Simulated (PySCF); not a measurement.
# C₃H₁₂GaN: geometry, NMR shifts, spin-spin couplings, electronic excitations and core binding energies

Wanted: the NMR shifts, spin-spin couplings, electronic excitations and core binding energies of C₃H₁₂GaN (`C[N+](C)(C)[GaH3-]`), by calculation.

Programs: PySCF 2.14.0, with density-fitted response routines of our own. Each step states its level of theory. These are calculated values for one molecule in the gas phase, unless marked as measured. Atoms are numbered from 0 throughout.

## 1. Starting geometry

17 atoms, charge 0, multiplicity 1; geometry from: GFN2-xTB.

Bonds of the start (Å): C0–N1 1.46, N1–C2 1.46, N1–C3 1.46, N1–Ga4 2.08, C0–H5 1.10, C0–H6 1.09, C0–H7 1.09, C2–H8 1.09, C2–H9 1.10, C2–H10 1.09, C3–H11 1.10, C3–H12 1.09, C3–H13 1.09, Ga4–H14 1.54, Ga4–H15 1.54, Ga4–H16 1.54.

## 2. Optimising the geometry at PBE0-D3(BJ)/def2-SVP

The job: settings as JSON, then the geometry in Å.

```
{"job": {"xc": "PBE0", "basis": "def2-SVP", "d3": "d3bj", "grid": 1, "kind": "geom"}, "charge": 0, "multiplicity": 1}
C     -0.409010    -0.869680     1.168010
N     -0.148290    -0.047340    -0.006270
C     -0.340520    -0.831240    -1.219790
C     -1.028280     1.114450    -0.009940
Ga     1.821710     0.608490     0.057970
H     -1.438680    -1.243440     1.176520
H     -0.229880    -0.277090     2.066910
H      0.284320    -1.712670     1.170940
H     -0.101840    -0.210030    -2.085220
H     -1.368690    -1.199200    -1.305790
H      0.348080    -1.678280    -1.209250
H     -2.083560     0.820330    -0.013570
H     -0.822650     1.720360     0.875150
H     -0.816840     1.720260    -0.893050
H      1.841750     1.351450     1.401750
H      2.581920    -0.724810     0.008830
H      1.896470     1.482520    -1.203010
```

Started as:

```
$ OMP_NUM_THREADS=1 python probes_run.py task.json out
```

One launch serves the whole session: the jobs run in the order shown.

**Question.** This job is followed by: GIAO PBE0/pcSseg-1 NMR shielding, non-relativistic, gas phase; B3LYP/pcJ-1 Ga:pcSseg-1 indirect spin-spin coupling, non-relativistic, gas phase; TDDFT CAM-B3LYP/def2-SVPD, vertical, gas phase, core orbitals frozen in the response; GIAO PBE/pcSseg-1 NMR shielding, non-relativistic, gas phase; delta-SCF UKS SCAN, pcX-2 on the ionised atom, pcseg-1 elsewhere, spin-free X2C. Predict these results of the whole session: point group; rotational constants (main isotopes); 13C shifts against TMS (PBE0/pcSseg-1, means over atoms taken as alike); 1H shifts against TMS (PBE0/pcSseg-1, means over atoms taken as alike); 15N shifts against NH3 (PBE0/pcSseg-1); 71Ga shifts against GaH4- (PBE0/pcSseg-1); surface potential, 1st and 99th percentile; largest coupling of the table (B3LYP/pcSseg-1+pcJ-1); lowest singlet (CAM-B3LYP/def2-SVPD); brightest single state of those computed; lowest triplet; vertical ionisation energy (ΔSCF); C1s binding energies, SCAN/pcX-2; N1s binding energies, SCAN/pcX-2; range of the shift of Ga4.

**Answer**, as computed:

```
                                                               quantity                        value
                                                            point group                          C3v
                                   rotational constants (main isotopes)         4.60, 1.87, 1.87 GHz
13C shifts against TMS (PBE0/pcSseg-1, means over atoms taken as alike)                     48.8 ppm
 1H shifts against TMS (PBE0/pcSseg-1, means over atoms taken as alike)               4.29, 2.35 ppm
                                 15N shifts against NH3 (PBE0/pcSseg-1)                     43.3 ppm
                              71Ga shifts against GaH4- (PBE0/pcSseg-1)                      257 ppm
                                  surface potential, 1st and 99th percentile           -1.07 V and 1.20 V
                   largest coupling of the table (B3LYP/pcSseg-1+pcJ-1)      1J(C,H) C0–H5, 144.2 Hz
                                   lowest singlet (CAM-B3LYP/def2-SVPD)  6.84 eV (181 nm), f = 0.018
                               brightest single state of those computed  state 7, 8.38 eV, f = 0.251
                                                         lowest triplet                      6.36 eV
                                      vertical ionisation energy (ΔSCF)                      9.81 eV
                                       C1s binding energies, SCAN/pcX-2                 C0 292.04 eV
                                       N1s binding energies, SCAN/pcX-2                 N1 406.27 eV
                                              range of the shift of Ga4               257 to 282 ppm
```

In words: Relaxing lowered the energy by 0.101 eV in 4 steps; the close pair that moved most is N1–Ga4, from 2.077 to 2.153 Å. No frequency check was run at this level, so the end point may be a saddle. At PBE0/pcSseg-1: Shielding is most anisotropic at Ga4 (span 167 ppm, paramagnetic term -1187 ppm). In the run at B3LYP/pcSseg-1+pcJ-1, the largest coupling of the table is C0–H5 (mean over like pairs), 144.2 Hz, of which the Fermi-contact term gives 142.9 Hz. The lowest singlet, at 6.84 eV, is HOMO−1→LUMO+1 0.40, HOMO−1→LUMO 0.31 and is weak; of the 10 states computed, the strongest absorption comes from state 7 at 8.38 eV. The lowest triplet lies 0.48 eV below the lowest singlet (triplets in Tamm-Dancoff, singlets in full TDDFT). The orbital energy would give 8.83 eV for ionisation, ΔSCF gives 9.81 eV. In ppm, Ga4 moves most: its shift spreads over 25 ppm, from 257 (PBE0/pcSseg-1) to 282 (PBE/pcSseg-1). Spin-orbit coupling is left out, which matters for shieldings and couplings at and beside the heavy atoms.
